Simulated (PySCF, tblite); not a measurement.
# C₅H₁₄FNSi: geometry, infrared bands and NMR shifts

What infrared bands and NMR shifts should C₅H₁₄FNSi (`CCN[SiH2][C@H](C)CF`) show?

Computed with tblite 0.8.0 and PySCF 2.14.0, with density-fitted response routines of our own, on a single molecule in the gas phase. Atoms are numbered from 0 throughout.

### Step 1. Starting geometry

22 atoms, charge 0, multiplicity 1; geometry from: force field or distance geometry start.

Bonds of the start (Å): C0–C1 1.52, C1–N2 1.42, N2–Si3 1.78, Si3–C4 1.86, C4–C5 1.53, C4–C6 1.51, C6–F7 1.40, C0–H8 1.11, C0–H9 1.09, C0–H10 1.11, C1–H11 1.10, C1–H12 1.13, N2–H13 1.02, Si3–H14 1.48, Si3–H15 1.46, C4–H16 1.09, C5–H17 1.11, C5–H18 1.11, C5–H19 1.12, C6–H20 1.12, C6–H21 1.10.

### Step 2. Optimising the geometry with GFN2-xTB

Job settings and geometry (Å):

```
{"job": {"kind": "relax", "xc": "GFN2-xTB", "basis": "xTB"}, "charge": 0, "multiplicity": 1}
C      3.041400     0.648000    -0.456800
C      2.345500    -0.355400     0.449400
N      0.972600    -0.047300     0.673100
Si    -0.005700    -0.000600    -0.810600
C     -1.724800    -0.568600    -0.378100
C     -2.694500     0.547000    -0.770100
C     -1.838600    -0.864000     1.094900
F     -1.542800     0.281900     1.844500
H      2.369700     1.513500    -0.614400
H      3.945200     1.002800     0.029400
H      3.234600     0.206200    -1.454000
H      2.404000    -1.342500    -0.040900
H      2.882500    -0.320400     1.442100
H      0.808200     0.703600     1.347000
H     -0.124400     1.381300    -1.330000
H      0.637200    -0.793600    -1.849700
H     -2.024700    -1.481100    -0.897700
H     -3.710000     0.115600    -0.871900
H     -2.393200     1.005600    -1.738700
H     -2.618600     1.296500     0.062100
H     -1.128500    -1.688400     1.360000
H     -2.845300    -1.221000     1.368200
```

Command:

```
$ OMP_NUM_THREADS=1 python probes_run.py task.json out
```

The driver reads the jobs from task.json and runs them one after another.

**Question.** This job is followed by: GFN2-xTB harmonic vibrations, gas phase; GIAO PBE0/pcSseg-1 NMR shielding, non-relativistic, gas phase. What will the session give for the following? strongest single infrared mode (GFN2-xTB); zero-point energy (GFN2-xTB); ¹³C shifts against TMS (PBE0/pcSseg-1); ¹H shifts against TMS (PBE0/pcSseg-1, means over atoms taken as alike); ¹⁵N shifts against NH3 (PBE0/pcSseg-1); ²⁹Si shifts against TMS (PBE0/pcSseg-1); ¹⁹F shifts against CFCl3 (PBE0/pcSseg-1).

As calculated:

| quantity | value |
| --- | --- |
| strongest single infrared mode (GFN2-xTB) | 2185 cm⁻¹, 371 km/mol |
| zero-point energy (GFN2-xTB) | 115.1 kcal/mol |
| ¹³C shifts against TMS (PBE0/pcSseg-1) | 91.0, 44.1, 25.2, 22.9, 15.5 ppm |
| ¹H shifts against TMS (PBE0/pcSseg-1, means over atoms taken as alike) | 4.93, 4.89, 4.78, 4.50, 3.22, 2.81, 1.19, 1.11, 1.09, 0.18 ppm |
| ¹⁵N shifts against NH3 (PBE0/pcSseg-1) | 39.9 ppm |
| ²⁹Si shifts against TMS (PBE0/pcSseg-1) | -29.8 ppm |
| ¹⁹F shifts against CFCl3 (PBE0/pcSseg-1) | -252.5 ppm |

**Reading.** Over 225 steps the energy fell by 0.699 eV; of the close pairs, N2–Si3 changed most, 1.778 to 1.717 Å. All 60 modes are real, so the xTB geometry is a minimum. The strongest single mode, at 2185 cm⁻¹, moves mainly H14. Unscaled tight-binding wavenumbers are off by several per cent, some by more. Its intensities can rank the bands wrongly.
